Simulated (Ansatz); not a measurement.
# ZnCu2SnSe4 under changes of volume

One of the cells (23.898 Å³/atom); the others are scaled copies at fixed shape and fractional positions:

```xyz
8
Lattice="-2.8856 2.8856 5.7398 2.8856 -2.8856 5.7398 2.8856 2.8856 -5.7398" Properties=species:S:1:pos:R:3 pbc="T T T"
Sn    0.0000    0.0000    5.7398
Se    4.3846    1.3475    1.4921
Se   -1.4990    1.5381    7.2320
Se    1.3475    1.3866   -1.4921
Se    1.5381    1.4990    4.2477
Zn    0.0000    2.8856    2.8699
Cu    0.0000    0.0000    0.0000
Cu    2.8856    0.0000    2.8699
```

The cell comes from a database or a generator and needn't be the stable form of this composition.

```yaml
Program: Ansatz 0.2.0
Functional: PBEsol
Potentials_or_basis: Ansatz PAW
Cutoff: "420 eV (not typed: the program's choice for these potentials)"
k_mesh: 7 × 7 × 7
Occupations: fermi-dirac, width 0.05 eV
Spin: no spin polarisation
```

```csv
volume (Å³/atom),energy over the lowest point (meV/atom),pressure (GPa),largest force (eV/Å)
22.464,0.00,0.7,0.253
22.942,0.08,-0.7,0.212
23.420,4.11,-2.0,0.177
23.898,11.63,-3.1,0.146
24.375,22.25,-4.0,0.122
24.853,35.60,-4.9,0.103
25.331,?,?,?
```

Q: What does the run at 25.331 Å³/atom give?

A: Energy over the lowest point 51.36 meV/atom; pressure -5.6 GPa; largest force 0.091 eV/Å.

Worked out: A Birch-Murnaghan fit of order 3 (a polynomial in V^(-2/3)) to the other rows has its minimum at 22.69 Å³/atom with B0 = V·E''(V) = 67 GPa and B' = 4.8 at fixed shape and positions, which overstates the stiffness. It gives 51.39 meV/atom at 25.331 Å³/atom, against the run's 51.36, and -dE/dV = -5.7 GPa, against -5.6.

Energies are extrapolated to zero smearing.

Caveats: the run has no spin polarisation, though such a crystal can be magnetic; the PAW data sets come from PBE, with cores solved anew for the run's functional, which leaves a small shift of forces and pressure.
